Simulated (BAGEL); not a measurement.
# CH3BS2 (SMILES S=CBS), step by step

Aim: a series of 10 runs (HF/def2-TZVP, UHF/def2-TZVP) of CH3BS2. 

The calculation is run with BAGEL 1.2.2.

## (1) The molecule

The species is CH3BS2 (7 atoms), typed as a singlet with charge 0. SMILES: `S=CBS`. The shape is that of a PBE0-D4/def2-TZVP optimisation.

Bond lengths: S1–C2 1.616 Å, C2–B3 1.548 Å, B3–S4 1.773 Å, C2–H5 1.094 Å, B3–H6 1.194 Å, S4–H7 1.343 Å. Angles: S1–C2–B3 119.3°, C2–B3–S4 119.4°, S1–C2–H5 119.6°, B3–C2–H5 121.0°, C2–B3–H6 120.1°, S4–B3–H6 120.5°, B3–S4–H7 97.7°.

## (2) A single-point energy at HF/def2-TZVP (density fitting with tzvpp-jkfit, property spin gap) (run 1)

Contents of input.json:

```json
{ "bagel": [

{
  "title": "molecule",
  "basis": "def2-tzvp.json",
  "df_basis": "tzvpp-jkfit",
  "angstrom": true,
  "geometry": [
    { "atom": "S", "xyz": [       0.227300,      -2.350600,      -0.404000 ] },
    { "atom": "C", "xyz": [      -0.664500,      -1.024400,      -0.161700 ] },
    { "atom": "B", "xyz": [       0.030400,       0.282400,       0.293400 ] },
    { "atom": "S", "xyz": [       0.913200,       1.258400,      -0.894000 ] },
    { "atom": "H", "xyz": [      -1.753400,      -1.079200,      -0.257500 ] },
    { "atom": "H", "xyz": [      -0.032700,       0.627400,       1.434700 ] },
    { "atom": "H", "xyz": [       1.340600,       2.218000,      -0.056600 ] }
  ]
},

{ "title": "hf", "thresh": 1.0e-4 },

{ "title": "print", "file": "orbitals.molden", "orbitals": true }

]}
```

The basis set def2-TZVP is read from a file made from the Basis Set Exchange's data (not shown).

Command:

```sh
$ BAGEL_NUM_THREADS=1 BAGEL input.json > input.out
```

Log:

```text
* using 1 threads per process

  ===============================================================
  ===============================================================

  *** Geometry ***

  { "atom" : "S", "xyz" : [      0.429535,     -4.441990,     -0.763449 ] },
  { "atom" : "C", "xyz" : [     -1.255723,     -1.935835,     -0.305569 ] },
  { "atom" : "B", "xyz" : [      0.057448,      0.533659,      0.554446 ] },
  { "atom" : "S", "xyz" : [      1.725698,      2.378031,     -1.689415 ] },
  { "atom" : "H", "xyz" : [     -3.313446,     -2.039392,     -0.486604 ] },
  { "atom" : "H", "xyz" : [     -0.061794,      1.185614,      2.711190 ] },
  { "atom" : "H", "xyz" : [      2.533367,      4.191413,     -0.106958 ] },

  Number of auxiliary basis functions:      460

  Since a DF basis is specified, we compute 2- and 3-index integrals:
    o Being stored without compression. Storage requirement is 0.087 GB

  Number of basis functions:      154
  Number of electrons      :       46

    * METHOD: MOLECULE                             0.31

  *** RHF ***

  === Nuclear Repulsion ===
   165.0861174717

      * DIIS with orbital gradients will be used.

  === RHF iteration (def2-tzvp.json) ===
      0       -859.32077502          0.00849359           0.15
      1       -859.39013160          0.00339099           0.15
      2       -859.39925852          0.00142987           0.15
      3       -859.40120941          0.00038328           0.15
      4       -859.40135952          0.00010756           0.15
      5       -859.40137965          0.00002791           0.15
    * SCF iteration converged.

    * Permanent dipole moment:
           (    0.384345,    -0.866590,    -0.383808) a.u.

    * METHOD: HF                                   1.19

    * METHOD: PRINT                                0.04

  ===============================================================
```

Wall time 1.7 s (1 thread of Arm Neoverse V2, shared host); peak memory 0.21 GiB.

## (3) The triplet: a single-point energy at UHF/def2-TZVP (density fitting with tzvpp-jkfit, property spin gap) (run 2)

Contents of input.json:

```json
{ "bagel" : [

{
  "title" : "molecule",
  "basis" : "def2-tzvp.json",
  "df_basis" : "tzvpp-jkfit",
  "angstrom" : true,
  "geometry" : [
    { "atom" : "S", "xyz" : [       0.227300,      -2.350600,      -0.404000 ] },
    { "atom" : "C", "xyz" : [      -0.664500,      -1.024400,      -0.161700 ] },
    { "atom" : "B", "xyz" : [       0.030400,       0.282400,       0.293400 ] },
    { "atom" : "S", "xyz" : [       0.913200,       1.258400,      -0.894000 ] },
    { "atom" : "H", "xyz" : [      -1.753400,      -1.079200,      -0.257500 ] },
    { "atom" : "H", "xyz" : [      -0.032700,       0.627400,       1.434700 ] },
    { "atom" : "H", "xyz" : [       1.340600,       2.218000,      -0.056600 ] }
  ]
},

{ "title" : "uhf", "nopen" : 2, "thresh" : 1.0e-4 },

{ "title" : "print", "file" : "orbitals.molden", "orbitals" : true }

]}
```

The basis set def2-TZVP is read from a file made from the Basis Set Exchange's data (not shown).

Command:

```sh
$ BAGEL_NUM_THREADS=1 BAGEL input.json > input.out
```

Log:

```text
* using 1 threads per process

  ===============================================================
  ===============================================================

  *** Geometry ***

  { "atom" : "S", "xyz" : [      0.429535,     -4.441990,     -0.763449 ] },
  { "atom" : "C", "xyz" : [     -1.255723,     -1.935835,     -0.305569 ] },
  { "atom" : "B", "xyz" : [      0.057448,      0.533659,      0.554446 ] },
  { "atom" : "S", "xyz" : [      1.725698,      2.378031,     -1.689415 ] },
  { "atom" : "H", "xyz" : [     -3.313446,     -2.039392,     -0.486604 ] },
  { "atom" : "H", "xyz" : [     -0.061794,      1.185614,      2.711190 ] },
  { "atom" : "H", "xyz" : [      2.533367,      4.191413,     -0.106958 ] },

  Number of auxiliary basis functions:      460

  Since a DF basis is specified, we compute 2- and 3-index integrals:
    o Being stored without compression. Storage requirement is 0.087 GB

  Number of basis functions:      154
  Number of electrons      :       46

    * METHOD: MOLECULE                             0.32

  *** Open-shell HF ***

  === Nuclear Repulsion ===
   165.0861174717

      * DIIS with orbital gradients will be used.

  === UHF iteration (def2-tzvp.json) ===
      0       -859.23504742          0.01921670           0.30
      1       -859.33334259          0.00956876           0.29
      2       -859.35555826          0.00534902           0.30
      3       -859.36344819          0.00151609           0.30
      4       -859.36639122          0.00064143           0.30
      5       -859.36705247          0.00034770           0.30
      6       -859.36738055          0.00013196           0.31
      7       -859.36743731          0.00006829           0.30
    * SCF iteration converged.

    * S^2 (UHF) is 2.0316

    * Permanent dipole moment:
           (    0.232388,    -0.335486,    -0.289704) a.u.

    * METHOD: UHF                                  2.69

    * METHOD: PRINT                                0.04

  ===============================================================
```

Run time: 3.3 s. Hardware: 1 thread of Arm Neoverse V2, shared host; peak memory 0.21 GiB.

Runs 3 to 4 aren't shown in full; the table further down has their settings and results.

## (4) The energy at HF/def2-TZVP (density fitting with tzvpp-jkfit, property spin gap) (run 5)

Contents of input.json:

```json
{ "bagel": [

{
  "title": "molecule",
  "basis": "def2-tzvp.json",
  "df_basis": "tzvpp-jkfit",
  "angstrom": true,
  "geometry": [
    { "atom": "S", "xyz": [    0.227300,   -2.350600,   -0.404000 ] },
    { "atom": "C", "xyz": [   -0.664500,   -1.024400,   -0.161700 ] },
    { "atom": "B", "xyz": [    0.030400,    0.282400,    0.293400 ] },
    { "atom": "S", "xyz": [    0.913200,    1.258400,   -0.894000 ] },
    { "atom": "H", "xyz": [   -1.753400,   -1.079200,   -0.257500 ] },
    { "atom": "H", "xyz": [   -0.032700,    0.627400,    1.434700 ] },
    { "atom": "H", "xyz": [    1.340600,    2.218000,   -0.056600 ] }
  ]
},
{ "title": "hf", "thresh": 1.0e-6 },
{ "title": "print", "file": "orbitals.molden", "orbitals": true }

]}
```

The basis set def2-TZVP is read from a file made from the Basis Set Exchange's data (not shown).

Command:

```sh
$ BAGEL_NUM_THREADS=1 BAGEL input.json > input.out
```

Log:

```text
* using 1 threads per process

  ===============================================================
  ===============================================================

  *** Geometry ***

  { "atom" : "S", "xyz" : [      0.429535,     -4.441990,     -0.763449 ] },
  { "atom" : "C", "xyz" : [     -1.255723,     -1.935835,     -0.305569 ] },
  { "atom" : "B", "xyz" : [      0.057448,      0.533659,      0.554446 ] },
  { "atom" : "S", "xyz" : [      1.725698,      2.378031,     -1.689415 ] },
  { "atom" : "H", "xyz" : [     -3.313446,     -2.039392,     -0.486604 ] },
  { "atom" : "H", "xyz" : [     -0.061794,      1.185614,      2.711190 ] },
  { "atom" : "H", "xyz" : [      2.533367,      4.191413,     -0.106958 ] },

  Number of auxiliary basis functions:      460

  Since a DF basis is specified, we compute 2- and 3-index integrals:
    o Being stored without compression. Storage requirement is 0.087 GB

  Number of basis functions:      154
  Number of electrons      :       46

    * METHOD: MOLECULE                             0.31

  *** RHF ***

  === Nuclear Repulsion ===
   165.0861174717

      * DIIS with orbital gradients will be used.

  === RHF iteration (def2-tzvp.json) ===
      0       -859.32077502          0.00849359           0.15
      1       -859.39013160          0.00339099           0.15
      2       -859.39925852          0.00142987           0.15
      3       -859.40120941          0.00038328           0.15
      4       -859.40135952          0.00010756           0.15
      5       -859.40137965          0.00002791           0.15
      6       -859.40138157          0.00001066           0.15
      7       -859.40138190          0.00000558           0.15
      8       -859.40138206          0.00000289           0.15
      9       -859.40138211          0.00000160           0.15
     10       -859.40138213          0.00000083           0.15
    * SCF iteration converged.

    * Permanent dipole moment:
           (    0.384375,    -0.867950,    -0.383275) a.u.

    * METHOD: HF                                   1.92

    * METHOD: PRINT                                0.04

  ===============================================================
```

It took 2.5 s on 1 thread of Arm Neoverse V2, shared host; peak memory 0.21 GiB.

Runs 6 to 9 aren't shown in full; the table further down has their settings and results.

## (5) The triplet: the energy at UHF/def2-TZVP (density fitting with tzvpp-jkfit, property spin gap) (run 10)

Changes to input.json since step 4:

```diff
@@ -17,3 +17,3 @@
 },
-{ "title": "hf", "thresh": 1.0e-6 },
+{ "title": "uhf", "nopen": 2, "thresh": 1.0e-10 },
 { "title": "print", "file": "orbitals.molden", "orbitals": true }
```

The basis set def2-TZVP is read from a file made from the Basis Set Exchange's data (not shown).

Command:

```sh
$ BAGEL_NUM_THREADS=1 BAGEL input.json > input.out
```

Log:

```text
* using 1 threads per process

  ===============================================================
  ===============================================================

  *** Geometry ***

  { "atom" : "S", "xyz" : [      0.429535,     -4.441990,     -0.763449 ] },
  { "atom" : "C", "xyz" : [     -1.255723,     -1.935835,     -0.305569 ] },
  { "atom" : "B", "xyz" : [      0.057448,      0.533659,      0.554446 ] },
  { "atom" : "S", "xyz" : [      1.725698,      2.378031,     -1.689415 ] },
  { "atom" : "H", "xyz" : [     -3.313446,     -2.039392,     -0.486604 ] },
  { "atom" : "H", "xyz" : [     -0.061794,      1.185614,      2.711190 ] },
  { "atom" : "H", "xyz" : [      2.533367,      4.191413,     -0.106958 ] },

  Number of auxiliary basis functions:      460

  Since a DF basis is specified, we compute 2- and 3-index integrals:
    o Being stored without compression. Storage requirement is 0.087 GB

  Number of basis functions:      154
  Number of electrons      :       46

    * METHOD: MOLECULE                             0.32

  *** Open-shell HF ***

  === Nuclear Repulsion ===
   165.0861174717

      * DIIS with orbital gradients will be used.

  === UHF iteration (def2-tzvp.json) ===
      0       -859.23504742          0.01921670           0.29
      1       -859.33334259          0.00956876           0.30
      2       -859.35555826          0.00534902           0.30
      3       -859.36344819          0.00151609           0.30
      4       -859.36639122          0.00064143           0.29
      5       -859.36705247          0.00034770           0.30
      6       -859.36738055          0.00013196           0.30
      7       -859.36743731          0.00006829           0.30
      8       -859.36745355          0.00002393           0.30
      9       -859.36745512          0.00001192           0.30
[... 26 lines of this table left out ...]
     36       -859.36745626          0.00000000           0.30
     37       -859.36745626          0.00000000           0.30
     38       -859.36745626          0.00000000           0.30
     39       -859.36745626          0.00000000           0.30
    * SCF iteration converged.

    * S^2 (UHF) is 2.0313

    * Permanent dipole moment:
           (    0.234435,    -0.346925,    -0.290795) a.u.

    * METHOD: UHF                                 12.23

    * METHOD: PRINT                                0.04

  ===============================================================
```

It took 13 s on 1 thread of Arm Neoverse V2, shared host; peak memory 0.21 GiB.

## (6) The series

| run | level | SCF convergence threshold | partner | energy (Eh) | dipole moment (D) | wall time |
| --- | --- | --- | --- | --- | --- | --- |
| 1 | HF/def2-TZVP (density fitting with tzvpp-jkfit, property spin gap) | 0.0001 | base | -859.401380 | 2.60 | 1.7 s |
| 2 | UHF/def2-TZVP (density fitting with tzvpp-jkfit, property spin gap) | 0.0001 | triplet | -859.367437 | 1.27 | 3.3 s |
| 3 | HF/def2-TZVP (density fitting with tzvpp-jkfit, property spin gap) | 1e-05 | base | -859.401382 | 2.60 | 2 s |
| 4 | UHF/def2-TZVP (density fitting with tzvpp-jkfit, property spin gap) | 1e-05 | triplet | -859.367456 | 1.30 | 4.2 s |
| 5 | HF/def2-TZVP (density fitting with tzvpp-jkfit, property spin gap) | 1e-06 | base | -859.401382 | 2.60 | 2.5 s |
| 6 | UHF/def2-TZVP (density fitting with tzvpp-jkfit, property spin gap) | 1e-06 | triplet | -859.367456 | 1.30 | 6 s |
| 7 | HF/def2-TZVP (density fitting with tzvpp-jkfit, property spin gap) | 1e-08 | base | -859.401382 | 2.60 | 3.6 s |
| 8 | UHF/def2-TZVP (density fitting with tzvpp-jkfit, property spin gap) | 1e-08 | triplet | -859.367456 | 1.30 | 9.6 s |
| 9 | HF/def2-TZVP (density fitting with tzvpp-jkfit, property spin gap) | 1e-10 | base | -859.401382 | 2.60 | 4.5 s |
| 10 | UHF/def2-TZVP (density fitting with tzvpp-jkfit, property spin gap) | 1e-10 | triplet | -859.367456 | 1.30 | 13 s |

Convergence of the HOMO energy with the SCF convergence threshold, against the last and best point:

| SCF convergence threshold | from the best (eV) | wall time |
| --- | --- | --- |
| 0.0001 Eh | +0.0074 | 1.7 s |
| 1e-05 Eh | +0.0007 | 2 s |
| 1e-06 Eh | +0.0000 | 2.5 s |
| 1e-08 Eh | +0.0000 | 3.6 s |
| 1e-10 Eh | +0.0000 | 4.5 s |

Convergence of the LUMO energy with the SCF convergence threshold, against the last and best point:

| SCF convergence threshold | from the best (eV) | wall time |
| --- | --- | --- |
| 0.0001 Eh | +0.0052 | 1.7 s |
| 1e-05 Eh | +0.0008 | 2 s |
| 1e-06 Eh | -0.0001 | 2.5 s |
| 1e-08 Eh | +0.0000 | 3.6 s |
| 1e-10 Eh | +0.0000 | 4.5 s |

## (7) Summary of results

```
                                        quantity          value
                   triplet, run 10: total energy  -859.36746 Eh
                  triplet, run 10: dipole moment         1.30 D
                           triplet, run 10: ⟨S²⟩          2.031
vertical energy of the triplet above the singlet       0.924 eV
```

**Reading.** For the HOMO energy to stay within 0.005 eV of the best point, 1e-05 Eh is the least that serves (2 s against 4.5 s). For the LUMO energy to stay within 0.005 eV of the best point, 1e-05 Eh is the least that serves (2 s against 4.5 s). The lowest energy is that of run 7; the highest lies 0.924 eV above it. All runs together took 50 s, the longest 13 s.
